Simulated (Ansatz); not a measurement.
# C₂H₇InOS: how energies converge with the basis set

An exercise on one series of results from a longer session: the logs are not shown, and one member is left open.

Method: one geometry, several basis sets; program: Ansatz 0.2.0, Gaussian basis.

Plan: PBE0-D4/def2-SVP; ωB97M-V/def2-SVP; PBE0-D4/def2-QZVPP; ωB97M-V/def2-QZVPP; the functionals' def2-TZVPP values are taken from earlier runs.

1 further run of the same task is left out (for a known fault of the program).

## Structure used throughout

All runs share one geometry, relaxed beforehand with PBE0-D4 in a triple-zeta def2 set. In takes the def2 core potential; no spin-orbit term is included.

12 atoms, charge 0, spin multiplicity 1.

Atoms are counted from 1 here; the program's logs count them from 0.

Bond lengths: C1–O2 1.399 Å, C1–H6 1.101 Å, C1–H7 1.098 Å, C1–H8 1.098 Å, O2–In3 1.990 Å, In3–C4 2.135 Å, In3–S5 2.373 Å, C4–H9 1.089 Å, C4–H10 1.090 Å, C4–H11 1.091 Å, S5–H12 1.345 Å. Angles: O2–C1–H6 114.0°, O2–C1–H7 110.3°, O2–C1–H8 110.5°, H6–C1–H7 107.1°, H6–C1–H8 107.1°, H7–C1–H8 107.5°, C1–O2–In3 123.4°, O2–In3–C4 120.8°, O2–In3–S5 107.3°, C4–In3–S5 132.0°, In3–C4–H9 110.2°, In3–C4–H10 109.4°, In3–C4–H11 109.3°, H9–C4–H10 109.7°, H9–C4–H11 109.3°, H10–C4–H11 108.9°, In3–S5–H12 91.2°.

The first run:

The input, in.yaml:

```yaml
crystal:
  periodic: [false, false, false]
  atoms:
    - {symbol: C, position_ang: [-0.757428, 0.014941, 1.935615]}
    - {symbol: O, position_ang: [0.227571, 0.736048, 1.253226]}
    - {symbol: In, position_ang: [0.687148, 0.425482, -0.657753]}
    - {symbol: C, position_ang: [-0.344451, -1.051597, -1.802866]}
    - {symbol: S, position_ang: [2.435199, 1.930310, -1.214977]}
    - {symbol: H, position_ang: [-1.292670, -0.715943, 1.309228]}
    - {symbol: H, position_ang: [-1.510875, 0.696805, 2.350805]}
    - {symbol: H, position_ang: [-0.316990, -0.540719, 2.773975]}
    - {symbol: H, position_ang: [-0.122668, -0.929270, -2.861846]}
    - {symbol: H, position_ang: [-1.417687, -0.952972, -1.639052]}
    - {symbol: H, position_ang: [-0.027401, -2.043689, -1.479705]}
    - {symbol: H, position_ang: [2.440243, 2.430604, 0.033360]}
basis:
  gaussian: {orbitals: def2-SVP}
hamiltonian: {xc: pbe0, dispersion: d4}
output: {orbitals: {seedname: orbitals}}
```

Started as:

```console
$ ansatz run in.yaml --threads 2 --pin off --events-out ev --progress --plain --max-ram 32768MiB --backend cpu
```

Among the steps run: PBE0-D4 in def2-SVP; ωB97M-V in def2-SVP; PBE0-D4 in def2-QZVPP; ωB97M-V in def2-QZVPP.

One table of the session follows, with a row left open; its other results are not shown here.

It belongs to the step «Functionals by basis». 

```
functional       basis  HOMO (eV)
   PBE0-D4    def2-SVP          ?
   PBE0-D4  def2-TZVPP      -7.15
   PBE0-D4  def2-QZVPP      -7.18
   ωB97M-V    def2-SVP      -9.22
   ωB97M-V  def2-TZVPP      -9.42
   ωB97M-V  def2-QZVPP      -9.46
```

**Question.** Estimate the row for PBE0-D4, def2-SVP.

As computed: HOMO (eV): -6.98. In the column «HOMO (eV)» it is the highest.
